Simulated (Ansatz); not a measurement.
The system is TaSbSe.

```
Ta Sb Se
1.0
     3.62961    0.00000    0.00000
     0.00000    3.62961    0.00000
     0.00000    0.00000    5.63455
Ta Sb Se
1 1 1
Direct
  0.00000 0.00000 0.00000
  0.00000 0.00000 0.50000
  0.50000 0.50000 0.00000
```

The cell was built by a generator and needn't be a form met in nature.

```yaml
Program: Ansatz 0.2.0
Task: relaxation of cell and atoms
Functional: PBEsol
Potentials_or_basis: Ansatz PAW
Cutoff: "420 eV (not typed: the program's choice for these potentials)"
k_mesh: 7 × 7 × 5
Occupations: fermi-dirac, width 0.05 eV
Spin: no spin polarisation
```

At the start: volume 24.74 Å³/atom.

Problem. How do energy, volume and symmetry change on relaxing?

Solution. It ends after 5 steps and the volume is 23.77 Å³/atom (-3.9 %); space group P4/mmm (No. 123, to 0.05 Å).

The path:
```tsv
step	energy change (eV)	largest force (eV/Å)	volume (Å³)
1	0.0000	0.0000	74.23
2	-0.0126	0.0000	69.01
3	-0.0375	0.0000	71.47
4	-0.0377	0.0000	71.30
5	-0.0371	0.0000	71.30
```

Final structure:
```yaml
crystal:
  lattice:
    - [3.57695, 0.00000, 0.00000]
    - [0.00000, 3.57695, 0.00000]
    - [0.00000, 0.00000, 5.57305]
  atoms:
    - { symbol: Ta, position: [0.00000, 0.00000, 0.00000] }
    - { symbol: Sb, position: [0.00000, 0.00000, 0.50000] }
    - { symbol: Se, position: [0.50000, 0.50000, 0.00000] }
```

Caveat: the plane-wave basis is chosen anew once the cell has moved, so the energies of steps on either side of that aren't comparable; the PAW data sets come from PBE, with cores solved anew for the run's functional, which leaves a small shift of forces and pressure.
